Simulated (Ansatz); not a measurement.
**GeBH₄+ (SMILES [BH2][GeH2+]): single points off equilibrium**

An exercise on one series of results from a longer session: the logs are not shown, and one member is left open.

Program: Ansatz 0.2.0, Gaussian basis. Level of theory: single points in def2-TZVPP. These are calculated values, not measurements.

Correlated methods freeze the cores. Filled d shells of the heavier atoms are correlated. B3LYP uses VWN-RPA correlation.

**The system as given**

SMILES `[BH2][GeH2+]`, 6 atoms, charge 1, spin multiplicity 1.

Atoms are counted from 1 here; the program's logs count them from 0.

Bond lengths: B1–Ge2 2.002 Å, B1–H3 1.315 Å, B1–H4 1.244 Å, Ge2–H5 1.440 Å, Ge2–H6 1.603 Å. Angles: Ge2–B1–H3 132.0°, Ge2–B1–H4 117.7°, H3–B1–H4 109.8°, B1–Ge2–H5 135.5°, B1–Ge2–H6 132.0°, H5–Ge2–H6 92.3°.

Coordinates:

```xyz
6

B    -0.0386   -1.0955    0.0911
Ge    0.0149    0.8953   -0.1178
H    -1.0298   -1.9294    0.3205
H     1.0466   -1.6987    0.1665
H     0.2453    1.8083   -1.2079
H    -0.0896    2.0895    0.9461
```

Set-up of the first run:

The input, run/in.yaml:

```yaml
crystal:
  periodic: [false, false, false]
  atoms:
    - {symbol: B, position_ang: [-0.038600, -1.095500, 0.091100]}
    - {symbol: Ge, position_ang: [0.014900, 0.895300, -0.117800]}
    - {symbol: H, position_ang: [-1.029800, -1.929400, 0.320500]}
    - {symbol: H, position_ang: [1.046600, -1.698700, 0.166500]}
    - {symbol: H, position_ang: [0.245300, 1.808300, -1.207900]}
    - {symbol: H, position_ang: [-0.089600, 2.089500, 0.946100]}
basis:
  gaussian: {orbitals: def2-TZVPP}
total_charge: 1
correlation: {method: ccsd_t}
output: {forces: true}
```

The command line of these runs was not kept.

Among the steps run: CCSD(T)/def2-TZVPP; PBE0-D4/def2-TZVPP; wB97M-V/def2-TZVPP; r2SCAN-D4/def2-TZVPP; PBE-D4/def2-TZVPP; B3LYP-D4/def2-TZVPP; BHLYP-D4/def2-TZVPP.

One of the session's tables, all rows but one given; the rest of the session is left out.

| method | RMS force component (eV/Å) | angle to CCSD(T) forces (°) |
| --- | --- | --- |
| CCSD(T) | 1.293 | reference |
| PBE0-D4 | 1.230 | 5.4 |
| wB97M-V | 1.303 | 2.5 |
| r2SCAN-D4 | ? | ? |
| PBE-D4 | 1.133 | 12.1 |
| B3LYP-D4 | 1.262 | 4.2 |
| BHLYP-D4 | 1.386 | 2.7 |

Q: Estimate the row for r2SCAN-D4 from the others.

**Answer.** RMS force component (eV/Å): 1.185; angle to CCSD(T) forces (°): 6.8. In the column «RMS force component (eV/Å)» it lies between PBE-D4 (1.133) and PBE0-D4 (1.230).
